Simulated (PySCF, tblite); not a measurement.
# C4H8Se2Si: geometry, infrared bands and NMR shifts

Aim: predict the infrared bands and NMR shifts of C4H8Se2Si (`C#CC[SiH2][Se][Se]C`).

The runs use tblite 0.8.0 and PySCF 2.14.0, with density-fitted response routines of our own; the level of theory stands in each step. All values are computed, except where a source is named. Atoms count from 0, in the outputs and in this text.

## 1. Starting geometry

15 atoms, charge 0, multiplicity 1; geometry from: force field or distance geometry start.

Bonds of the start (Å): C0–C1 1.22, C1–C2 1.46, C2–Si3 1.87, Si3–Se4 2.28, Se4–Se5 2.38, Se5–C6 1.95, C0–H7 1.07, C2–H8 1.12, C2–H9 1.10, Si3–H10 1.44, Si3–H11 1.48, C6–H12 1.11, C6–H13 1.12, C6–H14 1.11.

## 2. Optimising the geometry with GFN2-xTB

The job: settings as JSON, then the geometry in Å.

```
{"job": {"kind": "relax", "xc": "GFN2-xTB", "basis": "xTB"}, "charge": 0, "multiplicity": 1}
C      4.204300     0.025900    -1.208900
C      3.288900    -0.273400    -0.457500
C      2.220900    -0.627200     0.479400
Si     0.589800    -0.111300    -0.286700
Se    -0.800300     0.440400     1.440300
Se    -2.860900     1.368700     0.701400
C     -4.114800    -0.082500     0.371700
H      5.000100     0.318200    -1.862800
H      2.358300     0.038100     1.367600
H      2.254300    -1.690100     0.768500
H      0.707600     1.011700    -1.174200
H      0.061000    -1.255400    -1.053500
H     -5.010200     0.273100    -0.170100
H     -3.545800    -0.824600    -0.252400
H     -4.357700    -0.615000     1.315300
```

Command:

```console
$ OMP_NUM_THREADS=1 python probes_run.py task.json out
```

This one command runs all jobs of the session in turn.

**Question.** This job is followed by: GFN2-xTB harmonic vibrations, gas phase; GIAO PBE0/pcSseg-1 NMR shielding, non-relativistic, gas phase. What will the session give for the following? strongest single infrared mode (GFN2-xTB); zero-point energy (GFN2-xTB); ¹³C shifts against TMS (PBE0/pcSseg-1); ¹H shifts against TMS (PBE0/pcSseg-1, means over atoms taken as alike); ²⁹Si shifts against TMS (PBE0/pcSseg-1); ⁷⁷Se shifts against Me2Se (PBE0/pcSseg-1); surface potential, 1st and 99th percentile.

As calculated:

```
                                                              quantity                       value
                             strongest single infrared mode (GFN2-xTB)        670 cm⁻¹, 545 km/mol
                                          zero-point energy (GFN2-xTB)               62.0 kcal/mol
                                ¹³C shifts against TMS (PBE0/pcSseg-1)   82.4, 74.4, 24.1, 4.1 ppm
¹H shifts against TMS (PBE0/pcSseg-1, means over atoms taken as alike)  4.97, 2.22, 2.05, 1.35 ppm
                               ²⁹Si shifts against TMS (PBE0/pcSseg-1)                   -24.4 ppm
                             ⁷⁷Se shifts against Me2Se (PBE0/pcSseg-1)               122, -143 ppm
                                 surface potential, 1st and 99th percentile          -0.77 V and 1.17 V
```

Over 119 steps the energy fell by 0.395 eV; of the close pairs, Se4–Se5 changed most, 2.378 to 2.305 Å. No mode is imaginary among the 39: a minimum at this level. The strongest single mode, at 670 cm⁻¹, moves mainly H11 and H10. GFN2-xTB is a fitted tight-binding method: band positions and strengths are rough. Its intensities can rank the bands wrongly. At PBE0/pcSseg-1: Shielding is most anisotropic at Se4 (span 1097 ppm, paramagnetic term -1100 ppm). By nearest atom (PBE0/pcSseg-1), the HOMO sits on Se5 70 %; Se4 11 % and the LUMO on Se4, Se5 about 42 % each. Spin-orbit coupling is left out, which matters for shieldings and couplings at and beside the heavy atoms.
